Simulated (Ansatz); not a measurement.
**CH₄BFN₂: how energies converge with the basis set**

The task here is to estimate one member of a computed series from the others.

The runs use Ansatz 0.2.0, Gaussian basis; one geometry, several basis sets.

Levels to be run: PBE0-D4/def2-SVP; ωB97M-V/def2-SVP; PBE0-D4/def2-QZVPP; ωB97M-V/def2-QZVPP; the functionals' def2-TZVPP values are taken from earlier runs.

## The geometry

All runs share one geometry, relaxed beforehand with PBE0-D4 in a triple-zeta def2 set.

9 atoms, charge 0, spin multiplicity 1.

Atoms are counted from 1 here; the program's logs count them from 0.

Bond lengths: N1–C2 1.284 Å, N1–H6 1.017 Å, C2–N3 1.361 Å, C2–B4 1.570 Å, N3–H7 1.003 Å, N3–H8 1.006 Å, B4–F5 1.323 Å, B4–H9 1.197 Å. Angles: C2–N1–H6 109.7°, N1–C2–N3 120.6°, N1–C2–B4 121.4°, N3–C2–B4 118.0°, C2–N3–H7 119.9°, C2–N3–H8 118.4°, H7–N3–H8 118.2°, C2–B4–F5 119.8°, C2–B4–H9 121.6°, F5–B4–H9 118.5°.

The first run:

File in.yaml:

```yaml
crystal:
  periodic: [false, false, false]
  atoms:
    - {symbol: N, position_ang: [0.364804, 0.301810, -1.546732]}
    - {symbol: C, position_ang: [0.118811, -0.082269, -0.346129]}
    - {symbol: N, position_ang: [0.471351, -1.329024, 0.069081]}
    - {symbol: B, position_ang: [-0.601208, 0.859760, 0.682740]}
    - {symbol: F, position_ang: [-0.746963, 0.472508, 1.938866]}
    - {symbol: H, position_ang: [-0.001280, 1.239570, -1.688452]}
    - {symbol: H, position_ang: [0.451970, -1.554828, 1.045967]}
    - {symbol: H, position_ang: [1.042671, -1.892432, -0.538431]}
    - {symbol: H, position_ang: [-1.011657, 1.938606, 0.365988]}
basis:
  gaussian: {orbitals: def2-SVP}
hamiltonian: {xc: pbe0, dispersion: d4}
output: {orbitals: {seedname: orbitals}}
```

The run is started by

```
> ansatz run in.yaml --threads 2 --pin off --events-out ev --progress --plain --max-ram 4352MiB
```

Steps of the session up to this table: PBE0-D4 in def2-SVP; ωB97M-V in def2-SVP; PBE0-D4 in def2-QZVPP; ωB97M-V in def2-QZVPP.

One table of the session follows, with a row left open; its other results are not shown here.

It belongs to the step «Functionals by basis». 

| functional | basis | HOMO (eV) | LUMO (eV) |
| --- | --- | --- | --- |
| PBE0-D4 | def2-SVP | -6.86 | -1.64 |
| PBE0-D4 | def2-TZVPP | -7.15 | -1.83 |
| PBE0-D4 | def2-QZVPP | -7.22 | -1.89 |
| ωB97M-V | def2-SVP | -9.07 | 0.52 |
| ωB97M-V | def2-TZVPP | ? | ? |
| ωB97M-V | def2-QZVPP | -9.46 | 0.18 |

**Question.** Estimate the row for ωB97M-V, def2-TZVPP.

As computed: HOMO (eV): -9.40; LUMO (eV): 0.26. In the column «HOMO (eV)» it lies between ωB97M-V, def2-QZVPP (-9.46) and ωB97M-V, def2-SVP (-9.07).
